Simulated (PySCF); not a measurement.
# (F)2Zr(OSiH2)2O: geometry, NMR shifts and electronic excitations

Wanted: the NMR shifts and electronic excitations of (F)2Zr(OSiH2)2O, by calculation.

Computed with PySCF 2.14.0, with density-fitted response routines of our own, on a single molecule in the gas phase. Atoms are numbered from 0 throughout.

**1. The starting structure**

12 atoms, charge 0, multiplicity 1; geometry from: GFN1-xTB. The atoms were then displaced at random by about 0.03 Å, so the start is not that level's minimum.

Bonds of the start (Å): Zr0–F1 1.82, Zr0–F2 1.69, Zr0–O3 1.98, Zr0–O7 1.95, O3–Si4 1.65, Si4–O5 1.64, Si4–H8 1.49, Si4–H9 1.46, O5–Si6 1.68, Si6–O7 1.60, Si6–H10 1.39, Si6–H11 1.45.

**2. Relaxing the molecule at PBE0-D3(BJ)/def2-SVP**

What the job is given:

```
{"job": {"xc": "PBE0", "basis": "def2-SVP", "d3": "d3bj", "grid": 1, "maxiter": 40, "shake": 0.03, "kind": "geom"}, "charge": 0, "multiplicity": 1}
Zr     0.647460    -1.488760     0.799080
F     -0.380850    -2.739110     1.626630
F      2.291100    -1.877780     0.891980
O      0.418290     0.236470     1.735290
Si    -0.199390     1.536930     0.930920
O     -0.481490     1.145030    -0.636510
Si    -0.411410    -0.081540    -1.785110
O      0.143420    -1.413950    -1.085490
H     -1.461850     2.004440     1.576910
H      0.860650     2.538970     0.984350
H      0.476900     0.328880    -2.778520
H     -1.787350    -0.272330    -2.208550
```

The run is started by

```console
$ OMP_NUM_THREADS=1 python probes_run.py task.json out
```

One launch serves the whole session: the jobs run in the order shown.

The program printed:

```text
step   0  E = -1053.04110632  max force = 0.184635
step   1  E = -1053.08605471  max force = 0.023055
step   2  E = -1053.09048790  max force = 0.018342
step   3  E = -1053.09349106  max force = 0.008711
step   4  E = -1053.09459186  max force = 0.009025
step   5  E = -1053.09537464  max force = 0.007640
step   6  E = -1053.09563835  max force = 0.003240
step   7  E = -1053.09568879  max force = 0.000778
step   8  E = -1053.09569929  max force = 0.000609
step   9  E = -1053.09570894  max force = 0.000831
step  10  E = -1053.09571646  max force = 0.001004
step  11  E = -1053.09572283  max force = 0.000784
step  12  E = -1053.09572406  max force = 0.000560
step  13  E = -1053.09572439  max force = 0.000260
optimisation converged
```

It took 2.3 min on 1 thread of Intel Xeon 6975P-C, shared host; peak memory 0.65 GiB.

Along the way:

| step | energy from step 0 (eV) | largest force component (eV/Å) |
| --- | --- | --- |
| 0 | 0.0000 | 9.4943 |
| 1 | -1.2231 | 1.1855 |
| 2 | -1.3437 | 0.9432 |
| 3 | -1.4255 | 0.4479 |
| 4 | -1.4554 | 0.4641 |
| 5 | -1.4767 | 0.3929 |
| 6 | -1.4839 | 0.1666 |
| 7 | -1.4853 | 0.0400 |
| 8 | -1.4856 | 0.0313 |
| 9 | -1.4858 | 0.0427 |
| 10 | -1.4860 | 0.0516 |
| 11 | -1.4862 | 0.0403 |
| 12 | -1.4862 | 0.0288 |
| 13 | -1.4862 | 0.0134 |

Close pairs (by a distance rule), those that changed most:

| bond | before (Å) | after (Å) | change (Å) |
| --- | --- | --- | --- |
| Zr0–F2 | 1.692 | 1.911 | +0.219 |
| Zr0–Si6 | 3.127 | 3.339 | +0.212 |
| Zr0–Si4 | 3.145 | 3.338 | +0.193 |
| Zr0–F1 | 1.818 | 1.912 | +0.094 |
| Si6–H10 | 1.394 | 1.485 | +0.091 |
| Si6–O7 | 1.604 | 1.671 | +0.067 |
| Zr0–O3 | 1.976 | 1.939 | -0.037 |
| Si6–H11 | 1.452 | 1.485 | +0.033 |

The end geometry stands in the next job.

| at the end point | value |
| --- | --- |
| rotational constants (GHz, main isotopes) | 1.556, 0.725, 0.618 |
| dipole moment (D) | 1.45 |

**3. NMR shieldings: PBE0/def2-TZVP+pcSseg-1**

What the job is given:

```
{"job": {"kind": "nmr", "xc": "PBE0", "basis": {"default": "pcSseg-1", "Zr": "def2-TZVP"}}, "charge": 0, "multiplicity": 1}
Zr     0.810701    -1.589692     0.840793
F     -0.162743    -2.934480     1.789262
F      2.687278    -1.946145     0.787941
O      0.456264     0.188427     1.528381
Si    -0.215016     1.586364     0.904782
O     -0.642267     1.267338    -0.668502
Si    -0.585029     0.000646    -1.742181
O      0.089938    -1.297849    -0.936355
H     -1.432007     1.938364     1.679969
H      0.796350     2.673708     0.927464
H      0.277843     0.372437    -2.892481
H     -1.965832    -0.341867    -2.168093
```

Method: GIAO PBE0/pcSseg-1 Zr:def2-TZVP NMR shielding, scalar relativity only through core potentials, gas phase.

The program printed:

```text
coarse grid: 57064 points
cycle   1  E = -1053.0685284342  dE = -4.713e+00  |g| = 1.480e+00  |ddm| = 5.249e+00
cycle   2  E = -1052.7252496951  dE =  3.433e-01  |g| = 2.059e+00  |ddm| = 3.030e+00
cycle   3  E = -1053.5315037592  dE = -8.063e-01  |g| = 3.693e-01  |ddm| = 1.919e+00
cycle   4  E = -1053.5541328269  dE = -2.263e-02  |g| = 1.592e-01  |ddm| = 3.315e-01
cycle   5  E = -1053.5585699947  dE = -4.437e-03  |g| = 5.414e-02  |ddm| = 1.124e-01
cycle   6  E = -1053.5590806749  dE = -5.107e-04  |g| = 1.073e-02  |ddm| = 4.113e-02
cycle   7  E = -1053.5591027822  dE = -2.211e-05  |g| = 1.944e-03  |ddm| = 1.022e-02
cycle   8  E = -1053.5591033574  dE = -5.752e-07  |g| = 1.026e-03  |ddm| = 1.922e-03
final grid: 116576 points
cycle   9  E = -1053.5589005860  dE =  1.592e-07  |g| = 1.943e-03  |ddm| = 1.944e-03
cycle  10  E = -1053.5588991054  dE =  1.481e-06  |g| = 3.627e-03  |ddm| = 2.628e-03
cycle  11  E = -1053.5589011884  dE = -2.083e-06  |g| = 4.352e-05  |ddm| = 1.691e-03
cycle  12  E = -1053.5589011885  dE = -1.692e-10  |g| = 3.132e-05  |ddm| = 4.757e-05
converged SCF energy = -1053.5589011885

GIAO shielding tensors (ppm)
atom      isotropic    diamagn.    paramagn.     s11        s22        s33       span
  0 Zr         nan         nan         nan        nan        nan        nan        nan
  1 F       30.363     474.312    -443.949   -183.018   -107.228    381.334    564.352
  2 F       30.397     474.304    -443.907   -184.684   -105.905    381.779    566.463
  3 O       32.268     401.573    -369.306    -91.676    -89.380    277.858    369.534
  4 Si     386.758     878.514    -491.757    365.038    389.333    405.902     40.864
  5 O      245.894     401.611    -155.718    175.553    219.310    342.819    167.266
  6 Si     386.773     878.523    -491.749    364.896    389.554    405.870     40.973
  7 O       32.973     401.564    -368.591    -92.219    -86.620    277.758    369.977
  8 H       26.195      27.970      -1.775     23.078     23.681     31.827      8.749
  9 H       26.193      27.967      -1.773     23.081     23.677     31.822      8.741
 10 H       26.188      28.001      -1.813     23.080     23.675     31.808      8.729
 11 H       26.202      27.944      -1.742     23.087     23.680     31.840      8.753
```

Run time: 31 s. Hardware: 1 thread of Intel Xeon 6975P-C, shared host; peak memory 1.2 GiB.

The references, computed at this level on geometries of the same kind, shield at (ppm): 1H TMS 31.27, 29Si TMS 352.0, 19F CFCl3 177.2, 17O H2O 334.6. Their shielding less the atom's gives the shift. The references are single molecules in the gas phase, so shifts against H2O, NH3, PH3, H3PO4 or CFCl3 are not on the usual liquid scales and can be off by tens of ppm. Atoms listed in one row are averaged.

| atoms | environment | σ (ppm) | δ (ppm) |
| --- | --- | --- | --- |
| H8, H9, H10, H11 |  | 26.19 | 5.07 |
| F1, F2 | fluorine bonded to Zr | 30.4 | 146.9 |
| O3, O7 | oxygen bonded to Si, Zr | 32.6 | 301.9 |
| O5 | oxygen bonded to 2 Si | 245.9 | 88.7 |
| Si4, Si6 |  | 386.8 | -34.8 |

Atoms past Kr carry core potentials, so their printed shieldings have no meaning and are left out of the table.

The run also stored atomic charges by several schemes (e):

| atoms | Mulliken | ESP fit |
| --- | --- | --- |
| Zr0 | 1.64 | 1.82 |
| F1, F2 | -0.44 | -0.48 |
| O3, O7 | -0.78 | -0.74 |
| Si4, Si6 | 1.04 | 0.88 |
| O5 | -0.77 | -0.62 |

Mayer bond orders: Zr0–F1 0.95, Zr0–F2 0.95, Zr0–O3 0.97, Zr0–O7 0.97, O3–Si4 0.89, Si4–O5 0.90, O5–Si6 0.90, Si6–O7 0.89.

With diffuse functions Mulliken charges and Mayer bond orders lose their meaning; the other schemes are steadier.

The fields below are evaluated on a grid from the run's orbitals.

Frontier orbitals at PBE0/def2-TZVP+pcSseg-1, with the share of their density that lies nearest to each atom:

| orbital | energy (eV) | lies on |
| --- | --- | --- |
| HOMO | -8.82 | O5 25 %; 4 H atoms about 15 % each |
| LUMO | -1.11 | Zr0 58 %; O3, O7 about 10 % each; F1, F2 about 7 % each |

ELF in a plane through or near 6 of the atoms.

Ten even steps from ' ' (0.00) to '@' (0.84):
```
                                                        
                                                        
                                                        
                                                        
                  ..--++==......----::..                
                  --**%%%%**==....====::                
                  ==@@@@##@@##==@@==....                
                  ..%%##::@@##--%%--....                
              ==@@%%==**@@##==::++%%%%**--              
              %%@@==@@::::....==@@++%%@@##--            
              %%@@==@@::::....==@@**@@@@##--            
              ==@@%%--**@@##==::++%%%%**--              
                  ..%%##==@@##==@@::....                
                  ==@@@@**@@**==@@--....                
                  --##%%%%**==....--==::                
                  ..--++==......----::..                
                                                        
                                                        
                                                        
                                                        
```
The map spans 11.3 Å across and 9.7 Å up, centred on the molecule. Atoms in the plane (x, y in Å): Zr0 (-2.0, 0.0), O3 (-0.7, -1.4), Si4 (1.0, -1.6), O5 (1.6, 0.0), Si6 (1.0, 1.6), O7 (-0.7, 1.5).

On the surface of density 0.002 e/bohr³ the electrostatic potential runs, from the 1st to the 99th percentile, from -1.08 V near F1 to 3.82 V near Zr0.

**4. Excited states and response: wB97X-D/def2-SVPD**

Same as in step 3 but for these lines:

```diff
@@ -1,2 +1,2 @@
-{"job": {"kind": "nmr", "xc": "PBE0", "basis": {"default": "pcSseg-1", "Zr": "def2-TZVP"}}, "charge": 0, "multiplicity": 1}
+{"job": {"kind": "uv", "xc": "wB97X-D", "basis": "def2-SVPD", "ip": true, "nstates": 10}, "charge": 0, "multiplicity": 1}
 Zr     0.810701    -1.589692     0.840793
```

Level: TDDFT wB97X-D/def2-SVPD, vertical, gas phase, core orbitals frozen in the response.

The program printed:

```text
coarse grid: 57064 points
cycle   1  E = -1053.2981589527  dE = -5.824e+00  |g| = 1.365e+00  |ddm| = 7.370e+00
cycle   2  E = -1053.2287094820  dE =  6.945e-02  |g| = 1.579e+00  |ddm| = 4.250e+00
cycle   3  E = -1053.6627220775  dE = -4.340e-01  |g| = 1.876e-01  |ddm| = 1.847e+00
cycle   4  E = -1053.6701115177  dE = -7.389e-03  |g| = 5.812e-02  |ddm| = 4.623e-01
cycle   5  E = -1053.6707558061  dE = -6.443e-04  |g| = 2.851e-02  |ddm| = 1.519e-01
cycle   6  E = -1053.6709135726  dE = -1.578e-04  |g| = 3.259e-03  |ddm| = 4.750e-02
cycle   7  E = -1053.6709180900  dE = -4.517e-06  |g| = 1.470e-03  |ddm| = 1.425e-02
final grid: 116576 points
cycle   8  E = -1053.6745102713  dE = -7.931e-05  |g| = 2.160e-03  |ddm| = 8.343e-02
cycle   9  E = -1053.6745109411  dE = -6.698e-07  |g| = 1.809e-03  |ddm| = 9.281e-03
cycle  10  E = -1053.6745114839  dE = -5.428e-07  |g| = 6.392e-04  |ddm| = 2.407e-03
cycle  11  E = -1053.6745115637  dE = -7.981e-08  |g| = 1.248e-04  |ddm| = 1.344e-03
cycle  12  E = -1053.6745115668  dE = -3.137e-09  |g| = 5.497e-05  |ddm| = 2.061e-04
cycle  13  E = -1053.6745115675  dE = -6.999e-10  |g| = 1.184e-05  |ddm| = 9.622e-05
converged SCF energy = -1053.6745115675

Static polarisability (au): isotropic 87.869, principal 78.093 88.197 97.318

Singlet excitations
state   eV       nm        f      main configurations
  1   7.2684    170.6   0.00154   H->L 0.70, H-4->L 0.14
  2   7.3863    167.9   0.00002   H-1->L 0.72, H-6->L 0.11, H-1->L+2 0.10
  3   7.6067    163.0   0.01567   H->L+1 0.57, H-4->L+1 0.20, H-3->L 0.14
  4   7.6890    161.2   0.01651   H->L+3 0.36, H->L+2 0.31, H-4->L 0.12
  5   7.7469    160.0   0.01382   H-1->L+1 0.55, H-2->L 0.25, H-6->L+1 0.09
  6   7.8970    157.0   0.00699   H-3->L+1 0.38, H->L+2 0.21, H->L+7 0.20
  7   7.9230    156.5   0.00033   H-3->L+1 0.52, H->L+7 0.17
  8   7.9683    155.6   0.03047   H-3->L 0.62, H->L+1 0.21, H-3->L+2 0.08
  9   7.9937    155.1   0.00017   H-2->L+1 0.80, H-5->L+1 0.11
 10   8.0416    154.2   0.00002   H-1->L+2 0.36, H->L+6 0.30

Triplet excitations (Tamm-Dancoff, eV): 7.1615 7.2649 7.3199 7.3313
Vertical ionisation energy (delta-SCF) = 10.9305 eV
```

Run time: 1.8 min. Hardware: 1 thread of Intel Xeon 6975P-C, shared host; peak memory 1.3 GiB.

Frontier orbitals and where they lie:

| orbital | eV | atoms |
| --- | --- | --- |
| HOMO−3 | -12.18 | O3 36 %, O7 35 %, Zr0 6 % |
| HOMO−2 | -11.94 | O5 47 %, O7 20 %, O3 20 % |
| HOMO−1 | -11.32 | O7 18 %, O3 18 %, Si6 12 % |
| HOMO | -10.67 | O5 23 %, Si4 14 %, Si6 14 % |
| LUMO | 0.67 | Zr0 63 %, O7 8 %, O3 8 % |
| LUMO+1 | 0.91 | Zr0 70 %, F2 7 %, F1 7 % |
| LUMO+2 | 1.13 | Zr0 62 %, O7 6 %, O3 6 % |

With each of the 10 states as a Gaussian band of 0.4 eV half-width at 1/e, the curve within the window shown has maxima at 159 nm (ε 3,000) L/(mol cm). Beyond the last state computed it falls off for lack of states. The curve at chosen wavelengths:

```csv
nm,ε (L/mol/cm)
149,737
150,976
152,1541
153,1843
155,2409
156,2642
158,2943
159,2998
161,2909
162,2776
164,2383
165,2146
167,1650
168,1410
170,983
171,802
173,514
174,404
176,241
177,184
179,104
180,78
182,42
183,31
185,16
186,12
```

Leading natural transition orbitals of singlet state 8: the hole lies on O3, O7 about 40 % each; the particle on Zr0 62 %; O3, O7 about 9 % each.

Leading natural transition orbitals of singlet state 1: the hole lies on O3, O7 about 20 % each; O5 10 %; 4 H atoms about 10 % each; the particle on Zr0 52 %; O3, O7 about 9 % each.

Ground-state properties from the same run:

| property | computed |
| --- | --- |
| dipole moment (D) | 1.51 |
| polarisability (Å³) | 13.02 |
| HOMO–LUMO gap (eV) | 11.34 |
| −ε(HOMO) (eV) | 10.67 |

**5. NMR shieldings: KT2/def2-TZVP+pcSseg-1**

Same as in step 4 but for these lines:

```diff
@@ -1,2 +1,2 @@
-{"job": {"kind": "uv", "xc": "wB97X-D", "basis": "def2-SVPD", "ip": true, "nstates": 10}, "charge": 0, "multiplicity": 1}
+{"job": {"kind": "nmr", "xc": "KT2", "basis": {"default": "pcSseg-1", "Zr": "def2-TZVP"}, "pop": false}, "charge": 0, "multiplicity": 1}
 Zr     0.810701    -1.589692     0.840793
```

Method: GIAO KT2/pcSseg-1 Zr:def2-TZVP NMR shielding, scalar relativity only through core potentials, gas phase.

The program printed:

```text
coarse grid: 57064 points
cycle   1  E = -1059.7282028095  dE =  4.663e-01  |g| = 3.658e+00  |ddm| = 5.566e+00
cycle   2  E = -938.3219734683  dE =  1.214e+02  |g| = 1.312e+01  |ddm| = 4.512e+01
cycle   3  E = -1062.4654549397  dE = -1.241e+02  |g| = 3.390e+00  |ddm| = 4.391e+01
cycle   4  E = -1051.7442019912  dE =  1.072e+01  |g| = 5.552e+00  |ddm| = 1.053e+01
cycle   5  E = -1065.0904443386  dE = -1.335e+01  |g| = 8.190e-01  |ddm| = 1.004e+01
cycle   6  E = -1064.9335579394  dE =  1.569e-01  |g| = 1.310e+00  |ddm| = 1.507e+00
cycle   7  E = -1065.2536195562  dE = -3.201e-01  |g| = 1.181e-01  |ddm| = 1.010e+00
cycle   8  E = -1065.2569163556  dE = -3.297e-03  |g| = 5.597e-02  |ddm| = 1.433e-01
cycle   9  E = -1065.2571358901  dE = -2.195e-04  |g| = 4.842e-02  |ddm| = 5.572e-02
cycle  10  E = -1065.2575558933  dE = -4.200e-04  |g| = 2.576e-02  |ddm| = 5.230e-02
cycle  11  E = -1065.2576901448  dE = -1.343e-04  |g| = 4.847e-03  |ddm| = 1.870e-02
cycle  12  E = -1065.2576919750  dE = -1.830e-06  |g| = 3.989e-03  |ddm| = 4.845e-03
cycle  13  E = -1065.2576949504  dE = -2.975e-06  |g| = 1.041e-03  |ddm| = 2.676e-03
final grid: 116576 points
cycle  14  E = -1065.2573935618  dE =  2.509e-07  |g| = 2.570e-03  |ddm| = 3.207e-03
cycle  15  E = -1065.2573864564  dE =  7.105e-06  |g| = 6.755e-03  |ddm| = 5.009e-03
cycle  16  E = -1065.2573947216  dE = -8.265e-06  |g| = 3.353e-04  |ddm| = 3.648e-03
cycle  17  E = -1065.2573947431  dE = -2.146e-08  |g| = 1.454e-04  |ddm| = 3.121e-04
cycle  18  E = -1065.2573947467  dE = -3.589e-09  |g| = 3.628e-05  |ddm| = 9.750e-05
cycle  19  E = -1065.2573947469  dE = -2.465e-10  |g| = 9.496e-06  |ddm| = 2.912e-05
converged SCF energy = -1065.2573947469

GIAO shielding tensors (ppm)
atom      isotropic    diamagn.    paramagn.     s11        s22        s33       span
  0 Zr         nan         nan         nan        nan        nan        nan        nan
  1 F       -9.179     475.129    -484.308   -232.128   -145.867    350.457    582.584
  2 F       -8.847     475.127    -483.975   -233.558   -143.980    350.996    584.554
  3 O       16.612     401.137    -384.525   -105.017   -104.162    259.017    364.034
  4 Si     393.651     881.840    -488.189    372.000    398.651    410.301     38.301
  5 O      232.244     401.731    -169.487    157.775    196.459    342.497    184.722
  6 Si     393.665     881.847    -488.182    371.870    398.864    410.260     38.389
  7 O       17.280     401.125    -383.845   -106.416   -100.672    258.928    365.345
  8 H       25.909      28.075      -2.166     22.816     23.371     31.539      8.723
  9 H       25.907      28.072      -2.165     22.819     23.367     31.535      8.716
 10 H       25.900      28.107      -2.206     22.814     23.363     31.524      8.710
 11 H       25.916      28.047      -2.131     22.828     23.372     31.549      8.721
```

Wall time 32 s (1 thread of Intel Xeon 6975P-C, shared host); peak memory 1 GiB.

Key values: δ F1 147.6, O3 313.7, O5 98.4, Si4 -32.6, H8 5.27 ppm (means over like atoms).

**6. Run by run: NMR shifts**

Shifts (ppm), means over like atoms, with basis size and wall time:

| run | H8 | F1 | O3 | O5 | Si4 | functions | time |
| --- | --- | --- | --- | --- | --- | --- | --- |
| PBE0/def2-TZVP+pcSseg-1 | 5.07 | 146.9 | 301.9 | 88.7 | -34.8 | 193 | 31 s |
| KT2/def2-TZVP+pcSseg-1 | 5.27 | 147.6 | 313.7 | 98.4 | -32.6 | 193 | 32 s |

**7. Summary of results**

```
                                                                           quantity                        value
                                               rotational constants (main isotopes)         1.56, 0.73, 0.62 GHz
   1H shifts against TMS (PBE0/def2-TZVP+pcSseg-1, means over atoms taken as alike)                     5.07 ppm
19F shifts against CFCl3 (PBE0/def2-TZVP+pcSseg-1, means over atoms taken as alike)                    146.9 ppm
  17O shifts against H2O (PBE0/def2-TZVP+pcSseg-1, means over atoms taken as alike)              301.9, 88.7 ppm
 29Si shifts against TMS (PBE0/def2-TZVP+pcSseg-1, means over atoms taken as alike)                    -34.8 ppm
                                              surface potential, 1st and 99th percentile           -1.08 V and 3.82 V
                                                 lowest singlet (wB97X-D/def2-SVPD)  7.27 eV (171 nm), f = 0.002
                                           brightest single state of those computed  state 8, 7.97 eV, f = 0.030
                                                                     lowest triplet                      7.16 eV
                                                  vertical ionisation energy (ΔSCF)                     10.93 eV
                                                           range of the shift of O3           301.9 to 313.7 ppm
```

The start was shaken at random, so part of the energy gained undoes that. Over 13 steps the energy fell by 1.486 eV; of the close pairs, Zr0–F2 changed most, 1.692 to 1.911 Å. No frequency check was run at this level, so the end point may be a saddle. At PBE0/def2-TZVP+pcSseg-1: Shielding is most anisotropic at F1, F2 (span 565 ppm, paramagnetic term -444 ppm). At PBE0/def2-TZVP+pcSseg-1, counted by nearest atom on the grid, the HOMO lies on O5 25 %; 4 H atoms about 15 % each, the LUMO on Zr0 58 %; O3, O7 about 10 % each. The lowest singlet, at 7.27 eV, is HOMO→LUMO 0.70, HOMO−4→LUMO 0.14 and is weak; of the 10 states computed, the strongest absorption comes from state 8 at 7.97 eV. The lowest triplet lies 0.11 eV below the lowest singlet (triplets in Tamm-Dancoff, singlets in full TDDFT). ΔSCF puts the ionisation energy at 10.93 eV, 0.26 eV above −ε(HOMO). Across the 2 runs the shift of O3 (with its like atoms) moves most, between 301.9 (PBE0/def2-TZVP+pcSseg-1) and 313.7 ppm (KT2/def2-TZVP+pcSseg-1). Spin-orbit coupling is left out, which matters for shieldings and couplings at and beside the heavy atoms.
